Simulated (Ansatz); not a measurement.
# C2H7NO2Sn: two geometries relaxed

Aim: relax the geometries before and after the inversion of the pyramid at N3, and see whether they are two minima and how far apart in energy. SMILES of the start: C[C]1(N)[O][SnH]1[OH].

All numbers below are computed with Ansatz 0.2.0 (RKS PBE-D4/def2-SVP).

**1. The structure to begin with**

Bond lengths: C1–C2 1.487 Å, C2–N3 1.432 Å, C2–O4 1.363 Å, C2–Sn5 2.117 Å, O4–Sn5 2.021 Å, Sn5–O6 1.977 Å, C1–H7 1.098 Å, C1–H8 1.172 Å, C1–H9 1.041 Å, N3–H10 1.029 Å, N3–H11 1.057 Å, Sn5–H12 1.752 Å, O6–H13 1.028 Å. Angles (14 of 23 angles, heavy atoms first): C1–C2–N3 114.9°, C1–C2–O4 119.0°, C1–C2–Sn5 120.0°, N3–C2–O4 111.2°, N3–C2–Sn5 116.1°, O4–C2–Sn5 67.0°, C2–O4–Sn5 74.6°, C2–Sn5–O4 38.4°, C2–Sn5–O6 107.8°, O4–Sn5–O6 114.6°, C2–C1–H7 110.9°, C2–C1–H8 107.5°, C2–C1–H9 113.0°, C2–N3–H10 110.2°.

Structure file:

```xyz
13

C    -1.1917   -0.6221   -0.1004
C     0.0809   -0.1771    0.5259
N     0.8383   -1.2165    1.1559
O     0.0864    0.9603    1.2776
Sn    1.2014    1.3901   -0.3525
O     0.1729    2.0788   -1.8945
H    -1.8610   -1.0687    0.6460
H    -1.7307    0.3312   -0.5173
H    -1.0450   -1.2662   -0.9047
H     1.1230   -1.9200    0.4616
H     0.2505   -1.7002    1.8891
H     2.7242    0.5802   -0.6603
H    -0.6288    2.5953   -1.5117
```

**2. End point A**

The input, input.yaml:

```yaml
crystal:
  periodic: [false, false, false]
  atoms:
    - { symbol: C, position_ang: [-1.1917, -0.6221, -0.1004] }
    - { symbol: C, position_ang: [0.0809, -0.1771, 0.5259] }
    - { symbol: "N", position_ang: [0.8383, -1.2165, 1.1559] }
    - { symbol: O, position_ang: [0.0864, 0.9603, 1.2776] }
    - { symbol: Sn, position_ang: [1.2014, 1.3901, -0.3525] }
    - { symbol: O, position_ang: [0.1729, 2.0788, -1.8945] }
    - { symbol: H, position_ang: [-1.861, -1.0687, 0.646] }
    - { symbol: H, position_ang: [-1.7307, 0.3312, -0.5173] }
    - { symbol: H, position_ang: [-1.045, -1.2662, -0.9047] }
    - { symbol: H, position_ang: [1.123, -1.92, 0.4616] }
    - { symbol: H, position_ang: [0.2505, -1.7002, 1.8891] }
    - { symbol: H, position_ang: [2.7242, 0.5802, -0.6603] }
    - { symbol: H, position_ang: [-0.6288, 2.5953, -1.5117] }
basis:
  gaussian: { orbitals: def2-SVP }
hamiltonian:
  xc: pbe
  dispersion: d4
relax:
  f_tol: 0.015
  max_steps: 40
```

Launch:

```console
> ansatz run input.yaml --threads 2 --pin off --max-ram 3072MiB --backend cpu --events-out ev --progress --plain --runs-dir out
```

Standard output (excerpt; [...] marks lines left out):

```text
Warning: RAYON_NUM_THREADS=2 ignored (pool sized by the plan → 2); use --threads N
[...]
Functional definition: PBE
[...]
1471 factors; their error is unknown
[...]
mean field -13586.11772841 eV, -499.2806175176 hartree, gradient 4.0e-5 eV, S^2 0.000000; 1 other end points of the search recorded, 0 dependent functions left out
[...]
reference -13586.11776927 eV, -499.2806190194 hartree; 32, 32 occupied and 99, 99 virtual orbitals, 1471 factors
relax step   1: F+E_penalty+E_count = -13586.42786108 eV  Δ(F+E_penalty+E_count) = +0.000e0 eV  max|allowed force component| = 3.728e0 eV/Å  Δτ_max = 0.0000 Å  (53 SCF iters, accepted)
[...]
relax step   4: F+E_penalty+E_count = -13587.51558650 eV  Δ(F+E_penalty+E_count) = -4.343e-1 eV  max|allowed force component| = 3.024e0 eV/Å  Δτ_max = 0.1921 Å  (41 SCF iters, accepted)
[...]
relax step   7: F+E_penalty+E_count = -13589.41286557 eV  Δ(F+E_penalty+E_count) = -4.412e-1 eV  max|allowed force component| = 1.353e0 eV/Å  Δτ_max = 0.2000 Å  (40 SCF iters, accepted)
[...]
relax step  10: F+E_penalty+E_count = -13590.11402574 eV  Δ(F+E_penalty+E_count) = -1.916e-1 eV  max|allowed force component| = 7.481e-1 eV/Å  Δτ_max = 0.1997 Å  (38 SCF iters, accepted)
[...]
relax step  13: F+E_penalty+E_count = -13590.22754489 eV  Δ(F+E_penalty+E_count) = -1.150e-2 eV  max|allowed force component| = 4.478e-1 eV/Å  Δτ_max = 0.0882 Å  (32 SCF iters, accepted)
[...]
relax step  14: F+E_penalty+E_count = -13590.23778267 eV  Δ(F+E_penalty+E_count) = -1.024e-2 eV  max|allowed force component| = 1.908e-1 eV/Å  Δτ_max = 0.0396 Å  (34 SCF iters, accepted)
[...]
1471 factors; their error is unknown
[...]
mean field -13589.92988829 eV, -499.4207118095 hartree, gradient 9.9e-6 eV, S^2 0.000000; 0 other end points of the search recorded, 0 dependent functions left out
[...]
reference -13589.92993008 eV, -499.4207133450 hartree; 32, 32 occupied and 99, 99 virtual orbitals, 1471 factors
```

**3. More of the same log: end point A relaxed**

Output, continued:

```text
relax step  15: F+E_penalty+E_count = -13590.24029831 eV  Δ(F+E_penalty+E_count) = -2.516e-3 eV  max|allowed force component| = 8.899e-2 eV/Å  Δτ_max = 0.0397 Å  (34 SCF iters, accepted)
these checks for a lower state are left out or cut short: starts, cluster_reference, orbital_swaps, neighbouring_geometries, increment
1471 factors; their error is unknown
mean field -13589.93337935 eV, -499.4208401034 hartree, gradient 9.9e-6 eV, S^2 0.000000; 0 other end points of the search recorded, 0 dependent functions left out
the calculation of the forces begins
reference -13589.93342117 eV, -499.4208416401 hartree; 32, 32 occupied and 99, 99 virtual orbitals, 1471 factors
relax step  16: F+E_penalty+E_count = -13590.24329273 eV  Δ(F+E_penalty+E_count) = -2.994e-3 eV  max|allowed force component| = 4.907e-2 eV/Å  Δτ_max = 0.0543 Å  (33 SCF iters, accepted)
these checks for a lower state are left out or cut short: starts, cluster_reference, orbital_swaps, neighbouring_geometries, increment
1471 factors; their error is unknown
mean field -13589.93691534 eV, -499.4209700487 hartree, gradient 1.0e-5 eV, S^2 0.000000; 0 other end points of the search recorded, 0 dependent functions left out
the calculation of the forces begins
reference -13589.93695716 eV, -499.4209715857 hartree; 32, 32 occupied and 99, 99 virtual orbitals, 1471 factors
relax step  17: F+E_penalty+E_count = -13590.24551188 eV  Δ(F+E_penalty+E_count) = -2.219e-3 eV  max|allowed force component| = 1.295e-1 eV/Å  Δτ_max = 0.1069 Å  (33 SCF iters, accepted)
these checks for a lower state are left out or cut short: starts, cluster_reference, orbital_swaps, neighbouring_geometries, increment
1471 factors; their error is unknown
mean field -13589.93779916 eV, -499.4210025285 hartree, gradient 1.0e-5 eV, S^2 0.000000; 0 other end points of the search recorded, 0 dependent functions left out
the calculation of the forces begins
reference -13589.93784097 eV, -499.4210040649 hartree; 32, 32 occupied and 99, 99 virtual orbitals, 1471 factors
relax step  18: F+E_penalty+E_count = -13590.24606888 eV  Δ(F+E_penalty+E_count) = -5.570e-4 eV  max|allowed force component| = 6.807e-2 eV/Å  Δτ_max = 0.0358 Å  (33 SCF iters, accepted)
these checks for a lower state are left out or cut short: starts, cluster_reference, orbital_swaps, neighbouring_geometries, increment
1471 factors; their error is unknown
mean field evaluation 160: about -13589.9381 eV, gradient 2.5e-5 eV
mean field -13589.93812139 eV, -499.4210143700 hartree, gradient 2.5e-5 eV, S^2 0.000000; 0 other end points of the search recorded, 0 dependent functions left out
the calculation of the forces begins
reference -13589.93816313 eV, -499.4210159040 hartree; 32, 32 occupied and 99, 99 virtual orbitals, 1471 factors
relax step  19: F+E_penalty+E_count = -13590.24666048 eV  Δ(F+E_penalty+E_count) = -5.916e-4 eV  max|allowed force component| = 8.166e-2 eV/Å  Δτ_max = 0.0205 Å  (32 SCF iters, accepted)
these checks for a lower state are left out or cut short: starts, cluster_reference, orbital_swaps, neighbouring_geometries, increment
1471 factors; their error is unknown
mean field -13589.94015691 eV, -499.4210891740 hartree, gradient 1.0e-5 eV, S^2 0.000000; 0 other end points of the search recorded, 0 dependent functions left out
the calculation of the forces begins
reference -13589.94019858 eV, -499.4210907055 hartree; 32, 32 occupied and 99, 99 virtual orbitals, 1471 factors
relax step  20: F+E_penalty+E_count = -13590.24801265 eV  Δ(F+E_penalty+E_count) = -1.352e-3 eV  max|allowed force component| = 1.006e-1 eV/Å  Δτ_max = 0.0692 Å  (32 SCF iters, accepted)
these checks for a lower state are left out or cut short: starts, cluster_reference, orbital_swaps, neighbouring_geometries, increment
1471 factors; their error is unknown
mean field -13589.94137985 eV, -499.4211341165 hartree, gradient 9.9e-6 eV, S^2 0.000000; 0 other end points of the search recorded, 0 dependent functions left out
the calculation of the forces begins
reference -13589.94142149 eV, -499.4211356467 hartree; 32, 32 occupied and 99, 99 virtual orbitals, 1471 factors
relax step  21: F+E_penalty+E_count = -13590.24859730 eV  Δ(F+E_penalty+E_count) = -5.847e-4 eV  max|allowed force component| = 8.789e-2 eV/Å  Δτ_max = 0.0777 Å  (33 SCF iters, accepted)
these checks for a lower state are left out or cut short: starts, cluster_reference, orbital_swaps, neighbouring_geometries, increment
1471 factors; their error is unknown
mean field -13589.94166799 eV, -499.4211447055 hartree, gradient 2.7e-5 eV, S^2 0.000000; 0 other end points of the search recorded, 0 dependent functions left out
the calculation of the forces begins
reference -13589.94170960 eV, -499.4211462344 hartree; 32, 32 occupied and 99, 99 virtual orbitals, 1471 factors
relax step  22: F+E_penalty+E_count = -13590.24904033 eV  Δ(F+E_penalty+E_count) = -4.430e-4 eV  max|allowed force component| = 4.471e-2 eV/Å  Δτ_max = 0.0147 Å  (32 SCF iters, accepted)
these checks for a lower state are left out or cut short: starts, cluster_reference, orbital_swaps, neighbouring_geometries, increment
1471 factors; their error is unknown
mean field -13589.94170960 eV, -499.4211462344 hartree, gradient 2.7e-5 eV, S^2 0.000000; 0 other end points of the search recorded, 0 dependent functions left out
the calculation of the forces begins
reference -13589.94175118 eV, -499.4211477625 hartree; 32, 32 occupied and 99, 99 virtual orbitals, 1471 factors
relax step  23: F+E_penalty+E_count = -13590.24923223 eV  Δ(F+E_penalty+E_count) = -1.919e-4 eV  max|allowed force component| = 2.504e-2 eV/Å  Δτ_max = 0.0070 Å  (34 SCF iters, accepted)
these checks for a lower state are left out or cut short: starts, cluster_reference, orbital_swaps, neighbouring_geometries, increment
1471 factors; their error is unknown
mean field evaluation 192: about -13589.9417 eV, gradient 1.2e-4 eV
mean field -13589.94173655 eV, -499.4211472249 hartree, gradient 9.1e-6 eV, S^2 0.000000; 0 other end points of the search recorded, 0 dependent functions left out
the calculation of the forces begins
reference -13589.94177812 eV, -499.4211487524 hartree; 32, 32 occupied and 99, 99 virtual orbitals, 1471 factors
relax step  24: F+E_penalty+E_count = -13590.24932626 eV  Δ(F+E_penalty+E_count) = -9.403e-5 eV  max|allowed force component| = 2.158e-2 eV/Å  Δτ_max = 0.0142 Å  (34 SCF iters, accepted)
these checks for a lower state are left out or cut short: starts, cluster_reference, orbital_swaps, neighbouring_geometries, increment
1471 factors; their error is unknown
mean field -13589.94175848 eV, -499.4211480306 hartree, gradient 2.6e-5 eV, S^2 0.000000; 0 other end points of the search recorded, 0 dependent functions left out
the calculation of the forces begins
reference -13589.94180003 eV, -499.4211495576 hartree; 32, 32 occupied and 99, 99 virtual orbitals, 1471 factors
relax step  25: F+E_penalty+E_count = -13590.24934223 eV  Δ(F+E_penalty+E_count) = -1.597e-5 eV  max|allowed force component| = 1.666e-2 eV/Å  Δτ_max = 0.0091 Å  (33 SCF iters, accepted)
these checks for a lower state are left out or cut short: starts, cluster_reference, orbital_swaps, neighbouring_geometries, increment
1471 factors; their error is unknown
mean field -13589.94177187 eV, -499.4211485228 hartree, gradient 1.1e-5 eV, S^2 0.000000; 0 other end points of the search recorded, 0 dependent functions left out
the calculation of the forces begins
reference -13589.94181342 eV, -499.4211500497 hartree; 32, 32 occupied and 99, 99 virtual orbitals, 1471 factors
relax step  26: F+E_penalty+E_count = -13590.24935443 eV  Δ(F+E_penalty+E_count) = -1.220e-5 eV  max|allowed force component| = 1.098e-2 eV/Å  Δτ_max = 0.0025 Å  (25 SCF iters, accepted)
1471 factors; their error is unknown
mean field evaluation 224: about -13589.9418 eV, gradient 1.3e-3 eV
mean field -13589.94177187 eV, -499.4211485228 hartree, gradient 1.1e-5 eV, S^2 0.000000; 1 other end points of the search recorded, 0 dependent functions left out
the calculation of the forces begins
reference -13589.94181342 eV, -499.4211500497 hartree; 32, 32 occupied and 99, 99 virtual orbitals, 1471 factors
Total energy: -13590.24939598 eV, -499.4324535004 hartree
Atom 0 at    -1.078229    -0.575341    -0.259188 Å, force    -0.001525     0.001780     0.003623 eV/Å
Atom 1 at     0.006457    -0.492454     0.776653 Å, force     0.006102     0.010982     0.000111 eV/Å
Atom 2 at     0.530527    -1.648298     1.243587 Å, force    -0.002531    -0.008042     0.001076 eV/Å
Atom 3 at     0.423074     0.602667     1.223658 Å, force    -0.002540    -0.006247    -0.001628 eV/Å
Atom 4 at     1.268004     2.357155    -0.175019 Å, force     0.000452    -0.000607     0.000204 eV/Å
Atom 5 at    -0.101400     1.913049    -1.686538 Å, force    -0.003923     0.003189     0.000517 eV/Å
Atom 6 at    -2.021771    -0.207525     0.193234 Å, force    -0.000412     0.000066    -0.000522 eV/Å
Atom 7 at    -0.817721     0.154764    -1.068258 Å, force     0.000940    -0.000516    -0.000351 eV/Å
Atom 8 at    -1.237461    -1.595386    -0.656565 Å, force    -0.000153    -0.001455    -0.001037 eV/Å
Atom 9 at     0.210497    -2.557494     0.914969 Å, force     0.002691    -0.000828     0.001231 eV/Å
Atom 10 at     1.295855    -1.601357     1.918553 Å, force    -0.002298     0.004467    -0.003126 eV/Å
Atom 11 at     2.370402     1.051895    -0.788324 Å, force    -0.000239    -0.000081     0.000627 eV/Å
Atom 12 at    -0.827834     2.563426    -1.622060 Å, force     0.003435    -0.002708    -0.000726 eV/Å
Dipole moment:    -0.348426    -0.873741     0.446532 e Å
```

Wall time 73 s (2 threads of Arm Neoverse V2, shared host); peak memory 0.18 GiB.

Step by step:

```tsv
step	energy from step 1 (eV)	largest force component (eV/Å)
1	0.0000	3.7277
2	-0.4557	1.2323
3	-0.6535	1.6972
4	-1.0877	3.0241
5	-1.7395	3.5553
6	-2.5438	3.0990
7	-2.9850	1.3526
8	-3.2277	1.4733
9	-3.4946	0.8842
10	-3.6862	0.7481
11	-3.7702	0.4966
12	-3.7882	0.4995
13	-3.7997	0.4478
14	-3.8099	0.1908
15	-3.8124	0.0890
16	-3.8154	0.0491
17	-3.8177	0.1295
18	-3.8182	0.0681
19	-3.8188	0.0817
20	-3.8202	0.1006
21	-3.8207	0.0879
22	-3.8212	0.0447
23	-3.8214	0.0250
24	-3.8215	0.0216
25	-3.8215	0.0167
26	-3.8215	0.0110
```

Step 1 is the start.

After: Bond lengths: C1–C2 1.502 Å, C2–N3 1.352 Å, C2–O4 1.254 Å, O4–Sn5 2.398 Å, Sn5–O6 2.087 Å, C1–H7 1.109 Å, C1–H8 1.120 Å, C1–H9 1.106 Å, N3–H10 1.018 Å, N3–H11 1.022 Å, Sn5–H12 1.815 Å, O6–H13 0.977 Å. Angles (14 of 17 angles, heavy atoms first): C1–C2–N3 118.1°, C1–C2–O4 122.3°, N3–C2–O4 119.6°, C2–O4–Sn5 123.2°, O4–Sn5–O6 92.0°, C2–C1–H7 108.3°, C2–C1–H8 107.1°, C2–C1–H9 113.7°, C2–N3–H10 122.0°, C2–N3–H11 118.6°, O4–Sn5–H12 83.4°, O6–Sn5–H12 90.0°, Sn5–O6–H13 107.4°, H7–C1–H8 106.0°.

Pairs that crossed the distance rule for bonds on the way: moved apart C2–Sn5.

**4. Relaxing end B**

The second end starts from a geometry with the move made by hand.

input.yaml: that of step 2 with these lines changed.

```diff
@@ -12,4 +12,4 @@
     - { symbol: H, position_ang: [-1.045, -1.2662, -0.9047] }
-    - { symbol: H, position_ang: [1.123, -1.92, 0.4616] }
-    - { symbol: H, position_ang: [0.2505, -1.7002, 1.8891] }
+    - { symbol: H, position_ang: [1.76869, -1.29069, 0.72359] }
+    - { symbol: H, position_ang: [0.97097, -0.99801, 2.18143] }
     - { symbol: H, position_ang: [2.7242, 0.5802, -0.6603] }
```

Launch:

```console
> ansatz run input.yaml --threads 2 --pin off --max-ram 3072MiB --backend cpu --events-out ev --progress --plain --runs-dir out
```

Standard output (excerpt; [...] marks lines left out):

```text
Warning: RAYON_NUM_THREADS=2 ignored (pool sized by the plan → 2); use --threads N
[...]
[... 1 set-up line as earlier in the session ...]
[...]
1471 factors; their error is unknown
[...]
mean field -13586.04036312 eV, -499.2777743959 hartree, gradient 2.6e-5 eV, S^2 0.000000; 1 other end points of the search recorded, 0 dependent functions left out
[...]
reference -13586.04040388 eV, -499.2777758936 hartree; 32, 32 occupied and 99, 99 virtual orbitals, 1471 factors
relax step   1: F+E_penalty+E_count = -13586.35140329 eV  Δ(F+E_penalty+E_count) = +0.000e0 eV  max|allowed force component| = 3.508e0 eV/Å  Δτ_max = 0.0000 Å  (54 SCF iters, accepted)
[...]
relax step   5: F+E_penalty+E_count = -13588.88334219 eV  Δ(F+E_penalty+E_count) = -7.710e-1 eV  max|allowed force component| = 2.686e0 eV/Å  Δτ_max = 0.1956 Å  (40 SCF iters, accepted)
[...]
relax step   9: F+E_penalty+E_count = -13590.00211385 eV  Δ(F+E_penalty+E_count) = -1.971e-1 eV  max|allowed force component| = 1.097e0 eV/Å  Δτ_max = 0.2000 Å  (33 SCF iters, accepted)
[...]
relax step  13: F+E_penalty+E_count = -13590.23226928 eV  Δ(F+E_penalty+E_count) = -5.555e-3 eV  max|allowed force component| = 1.441e-1 eV/Å  Δτ_max = 0.0448 Å  (32 SCF iters, accepted)
[...]
relax step  15: F+E_penalty+E_count = -13590.24429088 eV  Δ(F+E_penalty+E_count) = -3.552e-3 eV  max|allowed force component| = 2.335e-1 eV/Å  Δτ_max = 0.0738 Å  (32 SCF iters, accepted)
[...]
relax step  16: F+E_penalty+E_count = -13590.23873766 eV  Δ(F+E_penalty+E_count) = +5.553e-3 eV  max|allowed force component| = 3.285e-1 eV/Å  Δτ_max = 0.0509 Å  (32 SCF iters, rejected (line search))
```

**5. More of the same log: end point B relaxed**

The log, continued (excerpt; [...] marks lines left out):

```text
[...]
1471 factors; their error is unknown
mean field -13589.93494380 eV, -499.4208975958 hartree, gradient 9.5e-6 eV, S^2 0.000000; 0 other end points of the search recorded, 0 dependent functions left out
[...]
reference -13589.93498487 eV, -499.4208991052 hartree; 32, 32 occupied and 99, 99 virtual orbitals, 1471 factors
relax step  17: F+E_penalty+E_count = -13590.24710279 eV  Δ(F+E_penalty+E_count) = -2.812e-3 eV  max|allowed force component| = 1.427e-1 eV/Å  Δτ_max = 0.0248 Å  (33 SCF iters, accepted)
[...]
relax step  19: F+E_penalty+E_count = -13590.24848594 eV  Δ(F+E_penalty+E_count) = -6.592e-4 eV  max|allowed force component| = 8.040e-2 eV/Å  Δτ_max = 0.0239 Å  (33 SCF iters, accepted)
[...]
Atom 3 at     0.440067     0.810442     1.247325 Å, force     0.005363    -0.001399     0.000271 eV/Å
Atom 4 at     1.157183     2.540331    -0.249337 Å, force    -0.001483    -0.010665     0.000947 eV/Å
Atom 5 at    -0.157559     1.891525    -1.735033 Å, force     0.000714     0.006681    -0.003964 eV/Å
Atom 6 at    -1.905022    -0.262416     0.271382 Å, force     0.001045    -0.000152    -0.003164 eV/Å
Atom 7 at    -0.740384     0.121124    -1.021388 Å, force    -0.003360     0.007215    -0.003280 eV/Å
Atom 8 at    -1.012336    -1.629669    -0.504968 Å, force     0.000555     0.000873     0.004557 eV/Å
Atom 9 at     0.589808    -2.363315     1.042571 Å, force    -0.002956     0.001855    -0.000523 eV/Å
Atom 10 at     1.573970    -1.254800     1.991492 Å, force    -0.002092     0.002268     0.000912 eV/Å
Atom 11 at     2.364898     1.290138    -0.773773 Å, force     0.003298     0.001875    -0.000831 eV/Å
Atom 12 at    -0.933067     2.485608    -1.718513 Å, force    -0.002334    -0.000407     0.001212 eV/Å
Dipole moment:    -0.248854    -0.861163     0.465283 e Å
```

Run time: 72 s. Hardware: 2 threads of Arm Neoverse V2, shared host; peak memory 0.18 GiB.

The steps of the relaxation:

```tsv
step	energy from step 1 (eV)	largest force component (eV/Å)
1	0.0000	3.5085
2	-0.5557	1.6608
3	-1.0545	2.5433
4	-1.7609	3.2076
5	-2.5319	2.6864
6	-2.8804	2.1270
7	-3.2482	0.9432
8	-3.4536	1.3236
9	-3.6507	1.0973
10	-3.7544	0.5572
11	-3.8341	0.3087
12	-3.8753	0.1703
13	-3.8809	0.1441
14	-3.8893	0.2771
15	-3.8929	0.2335
16x	-3.8873	0.3285
17	-3.8957	0.1427
18	-3.8964	0.1065
19	-3.8971	0.0804
20	-3.8975	0.0573
21x	-3.8942	0.2153
22	-3.8977	0.0126
23	-3.8978	0.0214
24	-3.8978	0.0216
25	-3.8979	0.0235
26	-3.8979	0.0107
```

Step 1 is the start. 2 steps were tried and not accepted (marked x).

After: Bond lengths: C1–C2 1.502 Å, C2–N3 1.352 Å, C2–O4 1.254 Å, O4–Sn5 2.397 Å, Sn5–O6 2.087 Å, C1–H7 1.109 Å, C1–H8 1.121 Å, C1–H9 1.106 Å, N3–H10 1.018 Å, N3–H11 1.022 Å, Sn5–H12 1.816 Å, O6–H13 0.977 Å. Angles (14 of 17 angles, heavy atoms first): C1–C2–N3 118.2°, C1–C2–O4 122.1°, N3–C2–O4 119.7°, C2–O4–Sn5 122.2°, O4–Sn5–O6 91.8°, C2–C1–H7 108.4°, C2–C1–H8 106.8°, C2–C1–H9 113.9°, C2–N3–H10 122.1°, C2–N3–H11 118.5°, O4–Sn5–H12 83.2°, O6–Sn5–H12 90.0°, Sn5–O6–H13 107.4°, H7–C1–H8 106.1°.

Pairs that crossed the distance rule for bonds on the way: moved apart C2–Sn5.

**6. Outcome**

| quantity | value |
| --- | --- |
| end A | 25 moves, 3.821 eV lower |
| end B | 23 moves, 3.898 eV lower |
| largest difference between the ends | 0.06 Å |
| end B relative to end A | +0.000 eV |

In words: Both starts fell into the same minimum (no atom differs by more than 0.06 Å), so from this start no second minimum was found and no band was run; another arrangement could still be one.
